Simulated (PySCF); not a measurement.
# Cl3FTi: the cost of one run

The runs use PySCF 2.14.0; levels as typed in each script, gas phase, geometry from GFN2-xTB.

## (1) The system as given

5 atoms, charge 0, spin multiplicity 1.

Bond lengths: F1–Ti2 1.693 Å, Ti2–Cl3 2.110 Å, Ti2–Cl4 2.110 Å, Ti2–Cl5 2.110 Å. Angles: F1–Ti2–Cl3 112.1°, F1–Ti2–Cl4 112.1°, F1–Ti2–Cl5 112.1°, Cl3–Ti2–Cl4 106.8°, Cl3–Ti2–Cl5 106.8°, Cl4–Ti2–Cl5 106.8°.

As a file:

```
F    -0.0007   -0.0003   -2.0004
Ti   -0.0001    0.0000   -0.3074
Cl   -1.0602    1.6433    0.4857
Cl    1.9535    0.0967    0.4853
Cl   -0.8928   -1.7398    0.4859
```

## (2) Density, bond paths and surface potential (wB97X/def2-tzvp)

Input file input.py:

```python
import numpy as np
from pyscf import gto, scf, dft
from pyscf.scf import atom_ks, atom_hf
from scipy.linalg import block_diag

def solve(mol, dm0=None, hcore=None):
    mf = (dft.UKS if mol.spin else dft.RKS)(mol, xc='wb97x')
    mf.grids.level = 3
    mf = mf.density_fit(auxbasis='def2-universal-jkfit')
    mf.conv_tol, mf.max_cycle = 1e-8, 80
    if hcore is not None:
        mf.get_hcore = lambda *args: hcore
    mf.kernel(dm0)
    if not mf.converged:
        mf = mf.newton().run(mf.mo_coeff, mf.mo_occ, max_cycle=30)
    assert mf.converged, 'SCF not converged'
    return mf

mol = gto.M(atom='''
F     -0.00071    -0.00030    -2.00039
Ti    -0.00005    -0.00002    -0.30738
Cl    -1.06024     1.64332     0.48567
Cl     1.95353     0.09671     0.48526
Cl    -0.89284    -1.73983     0.48589
''', basis='def2-tzvp', charge=0, spin=0, verbose=4)
mf = solve(mol)
mf.analyze()
# spherically averaged free atoms, for the promolecule
atm = atom_ks.get_atm_nrks(mol, xc='wb97x')
pro = block_diag(*[(atm[a[0]][2] * atm[a[0]][3]) @ atm[a[0]][2].T for a in mol._atom])
np.savez('result.npz', e=mf.e_tot, c=mf.mo_coeff, occ=mf.mo_occ, eps=mf.mo_energy, pro=pro, dip=mf.dip_moment(verbose=0), s2=mf.spin_square()[0])
```

On the command line:

```sh
$ OMP_NUM_THREADS=1 python input.py
```

What time and memory should one allow on 1 thread of Arm Neoverse V2, shared host?

About 33 s, with a peak of 0.75 GiB.
